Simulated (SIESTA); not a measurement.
**TaVN2 under changes of volume**

One of the cells (9.790 Å³/atom); the others are scaled copies at fixed shape and fractional positions:

```
Ta V N
1.0
     3.02940    0.00000    0.00000
     0.00000    3.02940    0.00000
     0.00000    0.00000    4.26723
Ta V N
1 1 2
Direct
  0.00000 0.00000 0.00000
  0.50000 0.50000 0.50000
  0.50000 0.50000 0.00000
  0.00000 0.00000 0.50000
```

The cell comes from a database or a generator and needn't be the stable form of this composition.

```yaml
Program: SIESTA 5.4.2
Functional: PBE
Potentials_or_basis: PseudoDojo 0.4 standard (PBE files)
Basis: DZP (energy shift 0.003 Ry; two zetas on semicore shells)
Grid_cutoff: 800 Ry
Energy_shift: 0.003 Ry
k_mesh: 9 × 9 × 6
Occupations: fermi-dirac, width 0.05 eV
Spin: collinear spin, ferromagnetic start
Starting_moments: "[0.0, 2.0, 0.0, 0.0] μB"
```

```csv
volume (Å³/atom),energy over the lowest point (meV/atom),pressure (GPa),moment (μB per cell)
9.391,?,?,?
9.591,31.18,18.8,1.11
9.790,12.43,11.4,1.20
10.190,0.00,-0.7,1.42
10.390,4.36,-6.1,1.51
```

**Question.** What does the run at 9.391 Å³/atom give?

**Answer.** Energy over the lowest point 59.44 meV/atom; pressure 26.8 GPa; moment 0.99 μB per cell.

Worked out: A Birch-Murnaghan fit of order 2 (a polynomial in V^(-2/3)) to the other rows has its minimum at 10.16 Å³/atom with B0 = V·E''(V) = 289 GPa at fixed shape and positions, which overstates the stiffness. It gives 59.21 meV/atom at 9.391 Å³/atom, against the run's 59.44, and -dE/dV = 26.5 GPa, against 26.8. A straight line through the other rows of the moment, of slope 0.511 μB per Å³/atom, extrapolates to 1.00 μB, against the run's 0.99.

Energies are extrapolated to zero smearing.

Caveats: short orbitals over semicore shells can move pressures by several GPa; the basis of atomic orbitals isn't converged, which shifts pressures, moduli and gaps.
